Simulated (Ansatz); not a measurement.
# BClFH2O: the cost of one run

All numbers below are computed with Ansatz 0.2.0 (RKS PBE0-D4/6-31G).

## Step 1: Starting point

Bond lengths: O1–B2 1.467 Å, B2–F3 1.297 Å, B2–Cl4 1.658 Å, O1–H5 0.976 Å, O1–H6 0.980 Å. Angles: O1–B2–F3 110.5°, O1–B2–Cl4 119.6°, F3–B2–Cl4 129.9°, B2–O1–H5 122.8°, B2–O1–H6 120.8°, H5–O1–H6 116.4°.

As a file:

```xyz
6

O    -0.2407    0.7308    0.0872
B     0.2715   -0.6365   -0.0512
F     1.4657   -0.7261    0.4466
Cl   -0.6719   -1.7956   -0.7680
H    -1.1274    0.9972   -0.2213
H     0.3028    1.4302    0.5067
```

## Step 2: Relaxing end A

File input.yaml:

```yaml
crystal:
  periodic: [false, false, false]
  atoms:
    - { symbol: O, position_ang: [-0.24074, 0.7308, 0.08721] }
    - { symbol: B, position_ang: [0.27152, -0.63646, -0.05119] }
    - { symbol: F, position_ang: [1.46567, -0.7261, 0.44659] }
    - { symbol: Cl, position_ang: [-0.67186, -1.79564, -0.76802] }
    - { symbol: H, position_ang: [-1.12738, 0.99723, -0.22132] }
    - { symbol: H, position_ang: [0.30279, 1.43017, 0.50673] }
total_charge: 1
basis:
  gaussian: { orbitals: "6-31G" }
hamiltonian:
  xc: pbe0
  dispersion: d4
relax:
  f_tol: 0.015
  max_steps: 40
```

The run is started by

```sh
> ansatz run input.yaml --threads 1 --pin off --max-ram 2048MiB --backend cpu --events-out ev --progress --plain --runs-dir out
```

What time and memory should one allow on 1 thread of Intel Xeon at 2.70GHz, shared host?

About 12 s, with a peak of 0.15 GiB.
